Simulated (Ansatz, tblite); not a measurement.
# C₅₁H₃₀N₂: a ladder of methods and basis sets

One table from this session's results is given with a row withheld; the runs are named, their logs left out.

Method: as each input shows; program: Ansatz 0.2.0, Gaussian basis.

Levels to be run: GFN1-xTB, GFN2-xTB, PBE-D4/def2-SVP, r2SCAN-D4/def2-SVP, revPBE-D4/def2-SVP, r2SCANh-D4/def2-SVP, PBE0-D4/def2-TZVP, PBE-D4/def2-TZVP, HF/6-31G, B3LYP-D4/6-31G, MP2/def2-SVP, RPA/def2-SVP.

## The relaxed structure

The singlet was relaxed beforehand with PBE-D4/def2-SVP.

SMILES `CN(C)c1ccc(C#Cc2ccc(C#Cc3ccc(C#Cc4ccc(C#Cc5ccc(C#Cc6ccc(C#CC#N)cc6)cc5)cc4)cc3)cc2)cc1`, 83 atoms, charge 0, spin multiplicity 1.

Bond lengths: C1–N2 1.449 Å, C1–H54 1.105 Å, C1–H55 1.114 Å, C1–H56 1.114 Å, N2–C3 1.449 Å, N2–C4 1.380 Å, C3–H57 1.114 Å, C3–H58 1.105 Å, C3–H59 1.114 Å, C4–C5 1.426 Å, C4–C53 1.426 Å, C5–C6 1.392 Å, C5–H60 1.097 Å, C6–C7 1.420 Å, C6–H61 1.100 Å, C7–C8 1.418 Å, C7–C52 1.420 Å, C8–C9 1.235 Å and more. Angles: N2–C1–H54 109.4°, N2–C1–H55 112.2°, N2–C1–H56 112.2°, H54–C1–H55 107.8°, H54–C1–H56 107.7°, H55–C1–H56 107.5°, C1–N2–C3 119.9°, C1–N2–C4 120.0°, C3–N2–C4 120.0°, N2–C3–H57 112.2°, N2–C3–H58 109.4°, N2–C3–H59 112.2°, H57–C3–H58 107.7°, H57–C3–H59 107.5°, H58–C3–H59 107.8°, N2–C4–C5 121.3°, N2–C4–C53 121.4°, C5–C4–C53 117.3° and more.

PBE0-D4/def2-SVP was run before; its log isn't repeated, and its numbers join the tables.

Set-up of the first run:

Tight binding, by tblite at 300 K electronic temperature and without a spin-polarisation term:

```python
tblite.interface.Calculator('GFN1-xTB', numbers, positions, charge=0, uhf=0).singlepoint()
```

Tight binding, by tblite at 300 K electronic temperature and without a spin-polarisation term:

```python
tblite.interface.Calculator('GFN2-xTB', numbers, positions, charge=0, uhf=0).singlepoint()
```

start.molden holds the orbitals of an earlier run on this state, given as this run's starting guess.

in.yaml reads:

```yaml
crystal:
  periodic: [false, false, false]
  atoms:
    - {symbol: C, position_ang: [19.688062, -0.831616, -0.628007]}
    - {symbol: N, position_ang: [18.907591, 0.389107, -0.657358]}
    - {symbol: C, position_ang: [19.575939, 1.672053, -0.744550]}
    - {symbol: C, position_ang: [17.530060, 0.329979, -0.602204]}
    - {symbol: C, position_ang: [16.735311, 1.513556, -0.626909]}
    - {symbol: C, position_ang: [15.346022, 1.448630, -0.569912]}
    - {symbol: C, position_ang: [14.661512, 0.206983, -0.487131]}
    - {symbol: C, position_ang: [13.246126, 0.147699, -0.430430]}
    - {symbol: C, position_ang: [12.012815, 0.098993, -0.381211]}
    - {symbol: C, position_ang: [10.597439, 0.048888, -0.325215]}
    - {symbol: C, position_ang: [9.906475, -1.195894, -0.329229]}
    - {symbol: C, position_ang: [8.516264, -1.243197, -0.276345]}
    - {symbol: C, position_ang: [7.746681, -0.048183, -0.214097]}
    - {symbol: C, position_ang: [6.330142, -0.093318, -0.160003]}
    - {symbol: C, position_ang: [5.096698, -0.125842, -0.113870]}
    - {symbol: C, position_ang: [3.680094, -0.153968, -0.061814]}
    - {symbol: C, position_ang: [2.966127, -1.378943, -0.181402]}
    - {symbol: C, position_ang: [1.575110, -1.402963, -0.133857]}
    - {symbol: C, position_ang: [0.830367, -0.203468, 0.038604]}
    - {symbol: C, position_ang: [-0.587071, -0.224164, 0.086315]}
    - {symbol: C, position_ang: [-1.820843, -0.233620, 0.126491]}
    - {symbol: C, position_ang: [-3.238442, -0.234796, 0.170987]}
    - {symbol: C, position_ang: [-3.957557, 0.960059, 0.449744]}
    - {symbol: C, position_ang: [-5.348777, 0.962556, 0.492269]}
    - {symbol: C, position_ang: [-6.087104, -0.228796, 0.253769]}
    - {symbol: C, position_ang: [-7.505243, -0.222351, 0.291773]}
    - {symbol: C, position_ang: [-8.739117, -0.209499, 0.323329]}
    - {symbol: C, position_ang: [-10.156796, -0.188056, 0.358052]}
    - {symbol: C, position_ang: [-10.915008, -1.318605, -0.055793]}
    - {symbol: C, position_ang: [-12.306557, -1.293248, -0.026820]}
    - {symbol: C, position_ang: [-13.004014, -0.137667, 0.421564]}
    - {symbol: C, position_ang: [-14.421981, -0.110094, 0.450968]}
    - {symbol: C, position_ang: [-15.655635, -0.082586, 0.475593]}
    - {symbol: C, position_ang: [-17.072980, -0.048440, 0.502877]}
    - {symbol: C, position_ang: [-17.837405, -1.118580, -0.039519]}
    - {symbol: C, position_ang: [-19.228744, -1.084789, -0.015413]}
    - {symbol: C, position_ang: [-19.913862, 0.022618, 0.554870]}
    - {symbol: C, position_ang: [-21.330548, 0.058501, 0.580287]}
    - {symbol: C, position_ang: [-22.565891, 0.090429, 0.602343]}
    - {symbol: C, position_ang: [-23.933615, 0.125979, 0.626666]}
    - {symbol: N, position_ang: [-25.114224, 0.156777, 0.647639]}
    - {symbol: C, position_ang: [-19.153866, 1.093443, 1.099710]}
    - {symbol: C, position_ang: [-17.762660, 1.057725, 1.072698]}
    - {symbol: C, position_ang: [-12.246727, 0.991649, 0.838916]}
    - {symbol: C, position_ang: [-10.855449, 0.967787, 0.805454]}
    - {symbol: C, position_ang: [-5.368924, -1.423548, -0.025605]}
    - {symbol: C, position_ang: [-3.977287, -1.426905, -0.063971]}
    - {symbol: C, position_ang: [1.543605, 1.021261, 0.161044]}
    - {symbol: C, position_ang: [2.934147, 1.045620, 0.110436]}
    - {symbol: C, position_ang: [8.436074, 1.196597, -0.208596]}
    - {symbol: C, position_ang: [9.825932, 1.244004, -0.264100]}
    - {symbol: C, position_ang: [15.453878, -0.971364, -0.463804]}
    - {symbol: C, position_ang: [16.843798, -0.917077, -0.518241]}
    - {symbol: H, position_ang: [20.762753, -0.581085, -0.682523]}
    - {symbol: H, position_ang: [19.522034, -1.413869, 0.306777]}
    - {symbol: H, position_ang: [19.451804, -1.501842, -1.485467]}
    - {symbol: H, position_ang: [19.352339, 2.322485, 0.131361]}
    - {symbol: H, position_ang: [20.669030, 1.514551, -0.776775]}
    - {symbol: H, position_ang: [19.286710, 2.234838, -1.661073]}
    - {symbol: H, position_ang: [17.211817, 2.499933, -0.691552]}
    - {symbol: H, position_ang: [14.759348, 2.378758, -0.590395]}
    - {symbol: H, position_ang: [10.489222, -2.127497, -0.376077]}
    - {symbol: H, position_ang: [7.996153, -2.212420, -0.281077]}
    - {symbol: H, position_ang: [3.530907, -2.313026, -0.314708]}
    - {symbol: H, position_ang: [1.035158, -2.356271, -0.229269]}
    - {symbol: H, position_ang: [-3.397087, 1.887951, 0.633046]}
    - {symbol: H, position_ang: [-5.893573, 1.892582, 0.709319]}
    - {symbol: H, position_ang: [-10.385573, -2.217420, -0.403779]}
    - {symbol: H, position_ang: [-12.882327, -2.172142, -0.351571]}
    - {symbol: H, position_ang: [-17.313744, -1.977570, -0.483048]}
    - {symbol: H, position_ang: [-19.810736, -1.915915, -0.439028]}
    - {symbol: H, position_ang: [-19.677663, 1.952271, 1.543522]}
    - {symbol: H, position_ang: [-17.180858, 1.889285, 1.495567]}
    - {symbol: H, position_ang: [-12.776039, 1.890070, 1.188390]}
    - {symbol: H, position_ang: [-10.279385, 1.847121, 1.128203]}
    - {symbol: H, position_ang: [-5.929172, -2.351289, -0.210710]}
    - {symbol: H, position_ang: [-3.432404, -2.357115, -0.279629]}
    - {symbol: H, position_ang: [0.978858, 1.955289, 0.295279]}
    - {symbol: H, position_ang: [3.474304, 1.998837, 0.204562]}
    - {symbol: H, position_ang: [7.853199, 2.128192, -0.160880]}
    - {symbol: H, position_ang: [10.346051, 2.213069, -0.260261]}
    - {symbol: H, position_ang: [14.952442, -1.948193, -0.399731]}
    - {symbol: H, position_ang: [17.406511, -1.858892, -0.495449]}
basis:
  gaussian: {orbitals: def2-SVP, fitting: {mean_field: def2-universal-jkfit}, initial_orbitals: start.molden}
hamiltonian: {xc: pbe, dispersion: d4}
scf: {omitted_lower_state_checks: [starts]}
output: {forces: true, orbitals: {seedname: orbitals}}
```

The run is started by

```bash
$ ansatz run in.yaml --threads 4 --pin off --events-out ev --progress --plain --max-ram 66560MiB --backend cuda --devices 0, --max-vram 37GiB
```

Among the steps run: PBE-D4/def2-SVP; r2SCAN-D4/def2-SVP; revPBE-D4/def2-SVP; r2SCANh-D4/def2-SVP; PBE0-D4/def2-TZVP; PBE-D4/def2-TZVP; HF/6-31G; B3LYP-D4/6-31G; MP2/def2-SVP; RPA/def2-SVP.

One of the session's tables, all rows but one given; the rest of the session is left out.

It belongs to the step «Binding energy». 

| level | binding an atom (eV) |
| --- | --- |
| HF/6-31G | ? |
| HF/def2-SVP | 4.009 |
| PBE-D4/def2-SVP | 5.742 |
| PBE-D4/def2-TZVP | 5.652 |
| revPBE-D4/def2-SVP | 5.588 |
| r2SCAN-D4/def2-SVP | 5.522 |
| r2SCANh-D4/def2-SVP | 5.480 |
| B3LYP-D4/6-31G | 5.302 |
| PBE0-D4/def2-SVP | 5.598 |
| PBE0-D4/def2-TZVP | 5.505 |
| MP2/def2-SVP | 5.378 |

Estimate the missing values for HF/6-31G.

The run gave: binding an atom (eV): 3.704. In the column «binding an atom (eV)» it is the lowest.

To keep in mind: Free atoms were run apart at each level; binding is atoms less cluster, divided by the number of atoms, without zero-point or spin-orbit terms.
